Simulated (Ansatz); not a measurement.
# Cl3F2H2STa: a nudged elastic band in two tries

The task is a band of images between two relaxed ends.

Method: RKS PBE0-D4/def2-SVP, in Ansatz 0.2.0.

## 1. Starting point

Bond lengths: Ta1–F2 1.887 Å, Ta1–Cl3 2.331 Å, Ta1–F4 1.887 Å, Ta1–Cl5 2.274 Å, Ta1–Cl6 2.332 Å, Ta1–S7 2.822 Å, S7–H8 1.353 Å, S7–H9 1.354 Å. Angles (14 of 18 angles, heavy atoms first): F2–Ta1–Cl3 87.9°, F2–Ta1–F4 85.9°, F2–Ta1–Cl5 100.1°, F2–Ta1–Cl6 158.9°, F2–Ta1–S7 78.8°, Cl3–Ta1–F4 159.3°, Cl3–Ta1–Cl5 100.6°, Cl3–Ta1–Cl6 90.9°, Cl3–Ta1–S7 80.6°, F4–Ta1–Cl5 99.9°, F4–Ta1–Cl6 87.9°, F4–Ta1–S7 78.8°, Cl5–Ta1–Cl6 100.7°, Cl5–Ta1–S7 178.3°.

Structure file:

```xyz
9

Ta   -0.1338    0.0083    0.2169
F     1.7038    0.4342    0.2519
Cl   -0.1945    0.4564    2.5039
F     0.2461   -0.8961   -1.3952
Cl   -0.9793    1.9492   -0.6139
Cl   -2.0733   -1.2757    0.3813
S     0.9689   -2.4019    1.1859
H     1.1091   -2.9922   -0.0237
H     2.2541   -1.9775    1.2041
```

## 2. First try

The input, input.yaml:

```yaml
crystal:
  periodic: [false, false, false]
  atoms:
    - { symbol: Ta, position_ang: [-0.1338, 0.008323, 0.216929] }
    - { symbol: F, position_ang: [1.703819, 0.434214, 0.251929] }
    - { symbol: Cl, position_ang: [-0.194483, 0.456363, 2.503914] }
    - { symbol: F, position_ang: [0.246147, -0.89606, -1.395217] }
    - { symbol: Cl, position_ang: [-0.979267, 1.949241, -0.613862] }
    - { symbol: Cl, position_ang: [-2.073344, -1.275673, 0.381296] }
    - { symbol: S, position_ang: [0.968926, -2.401892, 1.185922] }
    - { symbol: H, position_ang: [1.109135, -2.992214, -0.023691] }
    - { symbol: H, position_ang: [2.254066, -1.977499, 1.204078] }
basis:
  gaussian: { orbitals: def2-SVP }
hamiltonian:
  xc: pbe0
  dispersion: d4
neb:
  order_check: false
  images: 4
  f_tol: 0.05
  max_iterations: 8
  climbing: false
  final_atoms:
    - { symbol: Ta, position: [-0.33651049, -0.42772072, 0.34190855] }
    - { symbol: F, position: [1.97540845, 0.12633184, 0.35677735] }
    - { symbol: Cl, position: [-0.27749177, 0.18379565, 2.57752739] }
    - { symbol: F, position: [0.15189128, -1.15381966, -1.32267937] }
    - { symbol: Cl, position: [-0.34213344, 1.73275215, -0.45295399] }
    - { symbol: Cl, position: [-2.50238764, -1.07347576, 0.25261631] }
    - { symbol: S, position: [0.92921903, -2.3741306, 1.20964155] }
    - { symbol: H, position: [1.10220685, -2.98192284, 0.01255289] }
    - { symbol: H, position: [2.20099673, -0.72700707, 0.73590733] }
  initial_path: idpp
```

The run is started by

```bash
$ ansatz run input.yaml --threads 4 --pin off --max-ram 5120MiB --backend cpu --events-out ev --progress --plain --runs-dir out
```

Q: Predict the outcome of this session. Wanted: first try.

The runs gave:

```
 quantity                                                                                                      value
first try                                                                                                    refused
    cause  the second end is typed under the key for fractional positions, which a molecule without a cell can't use
```

What this shows: The fault in the first input was caught at the input check and cost nothing.
